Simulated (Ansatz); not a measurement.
**UBHLYP/6-31G(d) (spherical functions) run of C2H6Ga (SMILES C[Ga]C)**

What is the energy change on altering one bond length of C2H6Ga at UBHLYP/6-31G* (spherical functions)? 

Program for the calculation: Ansatz 0.2.0.

70 further runs of the same task are left out: 1 that didn't finish, 69 set aside as unsound or not needed.

## 1. The molecule

C2H6Ga: 9 atoms, total charge 0, spin state doublet. SMILES: `C[Ga]C`. The shape is that of a PBE0-D4/def2-TZVP optimisation.

Bond lengths: C1–Ga2 1.998 Å, Ga2–C3 1.998 Å, C1–H4 1.095 Å, C1–H5 1.095 Å, C1–H6 1.089 Å, C3–H7 1.089 Å, C3–H8 1.095 Å, C3–H9 1.095 Å. Some angles: C1–Ga2–C3 118.1°, Ga2–C1–H4 108.6°, Ga2–C1–H5 108.9°, Ga2–C1–H6 113.3°, Ga2–C3–H7 113.3°, Ga2–C3–H8 108.8°, Ga2–C3–H9 108.7°, H4–C1–H5 107.9°, H4–C1–H6 109.0°, H5–C1–H6 109.1°.

## 2. The energy at UBHLYP/6-31G(d) (spherical functions)

Input file run.yaml:

```yaml
crystal:
  periodic: [false, false, false]
  atoms:
    - {symbol: C, position_ang: [-1.246620, 1.163020, 0.175280]}
    - {symbol: Ga, position_ang: [0.456630, 0.385560, 0.873010]}
    - {symbol: C, position_ang: [1.273950, -1.139610, -0.126050]}
    - {symbol: H, position_ang: [-2.014290, 0.382510, 0.177460]}
    - {symbol: H, position_ang: [-1.092470, 1.479700, -0.861100]}
    - {symbol: H, position_ang: [-1.602690, 2.011340, 0.758180]}
    - {symbol: H, position_ang: [2.201980, -1.496820, 0.318200]}
    - {symbol: H, position_ang: [1.469380, -0.822030, -1.155250]}
    - {symbol: H, position_ang: [0.554120, -1.963680, -0.159730]}
basis:
  gaussian: {orbitals: 6-31G_st_-spherical.json}
magnetization: {spin_polarized: true, initial_magnetization: 1}
hamiltonian: {xc: {name: BHLYP}}
accuracy: high
output: {orbitals: {seedname: orbitals}}
```

The basis set 6-31G* is read from a file made from the Basis Set Exchange's data (not shown).

On the command line:

```console
ansatz run run.yaml --threads 1 --pin off --max-ram 3480MiB --events-out events.jsonl --progress --plain --runs-dir runs
```

The log of the run:

```text
Warning: RAYON_NUM_THREADS=1 ignored (pool sized by the plan → 1); use --threads N
Functional definition: BHLYP
  name "BHLYP"
  parameter a = 0.5
  exchange = (1 - a)*b88_x + a*exact_x
  correlation = lyp_c
1662 factors; integrals over basis functions are off by at most 4.7e-9 eV
mean field evaluation 1: about -54533.5002 eV, gradient 3.3e1 eV
mean field evaluation 2: about -54534.5924 eV, gradient 3.0e1 eV
mean field evaluation 4: about -54539.0135 eV, gradient 1.3e0 eV
mean field evaluation 8: about -54539.0472 eV, gradient 2.4e-2 eV
mean field evaluation 16: about -54539.0473 eV, gradient 2.3e-5 eV
mean field -54539.04725269 eV, -2004.2730186424 hartree, gradient 4.3e-8 eV, S^2 0.753287; 0 other end points of the search recorded, 0 dependent functions left out
reference -54539.04727942 eV, -2004.2730196248 hartree; 25, 24 occupied and 47, 48 virtual orbitals, 1662 factors
Total energy: -54539.04727942 eV, -2004.2730196248 hartree
```

It took 12 s on 1 thread of Arm Neoverse V2, shared host; peak memory 0.35 GiB.

## 3. The distorted shape, same level

Input file molecule.yaml:

```yaml
basis:
  gaussian: {orbitals: 6-31G_st_-spherical.json}
crystal:
  periodic: [false, false, false]
  atoms:
    - symbol: C
      position_ang: [-2.360274, 1.591679, -0.357829]
    - symbol: Ga
      position_ang: [-0.657024, 0.814219, 0.339901]
    - symbol: C
      position_ang: [0.160296, -0.710951, -0.659159]
    - symbol: H
      position_ang: [-3.127944, 0.811169, -0.355649]
    - symbol: H
      position_ang: [-2.206124, 1.908359, -1.394209]
    - symbol: H
      position_ang: [-2.716344, 2.439999, 0.225071]
    - symbol: H
      position_ang: [2.201980, -1.496820, 0.318200]
    - symbol: H
      position_ang: [0.355726, -0.393371, -1.688359]
    - symbol: H
      position_ang: [-0.559534, -1.535021, -0.692839]
magnetization: {spin_polarized: true, initial_magnetization: 1}
hamiltonian: {xc: {name: BHLYP}}
accuracy: high
output: {orbitals: {seedname: orbitals}}
```

The basis set 6-31G* is read from a file made from the Basis Set Exchange's data (not shown).

On the command line:

```console
ansatz run molecule.yaml --threads 1 --pin off --max-ram 3480MiB --events-out events.jsonl --progress --plain --runs-dir runs
```

The log of the run:

```text
Warning: RAYON_NUM_THREADS=1 ignored (pool sized by the plan → 1); use --threads N
Functional definition: BHLYP
  name "BHLYP"
  parameter a = 0.5
  exchange = (1 - a)*b88_x + a*exact_x
  correlation = lyp_c
1664 factors; integrals over basis functions are off by at most 4.7e-9 eV
mean field evaluation 1: about -54525.8687 eV, gradient 3.5e1 eV
mean field evaluation 2: about -54513.3073 eV, gradient 5.1e1 eV
mean field evaluation 4: about -54532.7940 eV, gradient 4.3e0 eV
mean field evaluation 8: about -54533.4401 eV, gradient 1.2e0 eV
mean field evaluation 16: about -54533.7723 eV, gradient 4.2e-2 eV
mean field evaluation 32: about -54533.7725 eV, gradient 2.2e-6 eV
mean field evaluation 64: about -54534.5316 eV, gradient 5.9e-6 eV
mean field evaluation 96: about -54534.5316 eV, gradient 8.1e-8 eV
mean field -54534.53163311 eV, -2004.1070726835 hartree, gradient 5.6e-8 eV, S^2 1.513907; 4 other end points of the search recorded, 0 dependent functions left out
reference -54534.53166178 eV, -2004.1070737373 hartree; 25, 24 occupied and 47, 48 virtual orbitals, 1664 factors
Total energy: -54534.53166178 eV, -2004.1070737373 hartree
```

Run time: 36 s. Hardware: 1 thread of Arm Neoverse V2, shared host; peak memory 0.42 GiB.

## 4. What came out

At UBHLYP/6-31G* (spherical functions):

| quantity | value |
| --- | --- |
| first shape: total energy | -2004.27302 Eh |
| first shape: HOMO energy (highest over α and β) | -5.66 eV |
| first shape: LUMO energy (lowest over α and β) | -1.05 eV |
| first shape: ⟨S²⟩ | 0.753 |
| distorted shape: total energy | -2004.10707 Eh |
| distorted shape: HOMO energy (highest over α and β) | -5.80 eV |
| distorted shape: LUMO energy (lowest over α and β) | -1.12 eV |
| distorted shape: ⟨S²⟩ | 1.514 |
| energy change with the C3–H7 bond stretched from 1.089 to 2.396 Å | 4.516 eV |

**Reading.** With the C3–H7 bond stretched from 1.089 to 2.396 Å the energy rises by 4.52 eV (436 kJ/mol). The first shape isn't relaxed at this level, so the change isn't measured from a minimum. ⟨S²⟩ (distorted shape) is 1.51 where a pure doublet has 0.75: the reference is spin-contaminated.
